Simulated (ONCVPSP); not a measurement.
# An ONCV potential for oxygen, from input to tests

Task: generate the file, and judge it by its errors in other configurations, its logarithmic derivatives, its ghosts and its cutoff.

Method: ONCVPSP 4.0.1, PBEsol, scalar-relativistic.

## Step 1: The atom and the settings

Typed settings, in words:

* element: oxygen (O, Z = 8)
* type: optimised norm-conserving Vanderbilt (ONCV)
* frozen core: [He]
* valence charge: 6
* reference configuration: 2s2 2p4
* partial waves: 2s: rc 0.70 bohr, ncon 3, nbas 8, qcut 9.7 1/bohr, local; 2p: rc 1.15 bohr, ncon 4, nbas 8, qcut 11.6 1/bohr, 2 projectors, debl 2.4 Ha; d scattering state at 0.04 Ha: rc 1.15 bohr, ncon 4, nbas 8, qcut 9 1/bohr, 2 projectors, debl 2.8 Ha
* local potential: the s channel
* core correction: polynomial model core, fcfact 0.3

The nodes and maxima of the atom's own shells, from an earlier all-electron run, set the scale for the radii.

All-electron outer shells of the reference configuration (PBEsol, scalar-relativistic, ld1.x):

```json
{"shell": "1s", "level (eV)": "-512.77", "outermost node (bohr)": "–", "outermost maximum (bohr)": "0.13"}
{"shell": "2s", "level (eV)": "-23.81", "outermost node (bohr)": "0.28", "outermost maximum (bohr)": "0.87"}
{"shell": "2p", "level (eV)": "-8.97", "outermost node (bohr)": "–", "outermost maximum (bohr)": "0.82"}
```

## Step 2: The generation run

O.dat reads:

```
# ATOM AND REFERENCE CONFIGURATION
# atsym  z   nc   nv     iexc    psfile
  O 8.00    1    2  -116133      upf
#
#   n    l    f
    1    0    2.00
    2    0    2.00
    2    1    4.00
#
# PSEUDOPOTENTIAL AND OPTIMIZATION
# lmax
    2
#
#   l,   rc,      ep,       ncon, nbas, qcut
    0    0.70    0.00    3    8    9.70
    1    1.15    0.00    4    8   11.60
    2    1.15    0.04    4    8    9.00
#
# LOCAL POTENTIAL
# lloc, lpopt,  rc(5),   dvloc0
    0    5    0.70    0.00
#
# VANDERBILT-KLEINMAN-BYLANDER PROJECTORs
# l, nproj, debl
    0    0    1.60
    1    2    2.40
    2    2    2.80
#
# MODEL CORE CHARGE
# icmod, fcfact, rcfact
    1    0.30    0.00
#
# LOG DERIVATIVE ANALYSIS
# epsh1, epsh2, depsh
   -2.00    5.00    0.02
#
# OUTPUT GRID
# rlmax, drl
    6.00    0.01
#
# TEST CONFIGURATIONS
# ncnf
    4
# nvcnf
#   n    l    f
    2
    2    0    2.00
    2    1    3.00
#
    2
    2    0    2.00
    2    1    2.00
#
    2
    2    0    2.00
    2    1    1.00
#
    2
    2    0    2.00
    2    1    0.00
#
```

Launch:

```bash
oncvpsp.x < O.dat > O.out
```

**Question.** What will these runs give? Wanted: cutoffs for 1 and 0.1 mHa per electron, occupied waves; bound ghosts; GHOST(+) flags; largest test error; largest phase difference near zero energy, channels read; rms error of d²Exc/dn², without and with the model core.

The runs gave:

| quantity | value |
| --- | --- |
| cutoffs for 1 and 0.1 mHa per electron, occupied waves | 46 Ha and 75 Ha |
| bound ghosts | none found |
| GHOST(+) flags | none at low energy |
| largest test error (AE − PS) | +672 meV, for 2s2 2p0 |
| largest phase difference near zero energy, channels read | 0.002 rad |
| rms error of d²Exc/dn², without and with the model core | 1.82 and 1.16 mHa |

In words: By total energies transferability is poor: the largest error is 672 meV on 180.2 eV, for 2s2 2p0. That test lies far up in energy; among those under 40 eV, nearer to bonding, the largest error is 4.8 meV. The potential is hard: the looser tolerance needs 46 Ha. No bound ghost shows below the valence levels. Near zero energy the phases of the channels with partial waves agree within 0.002 rad.
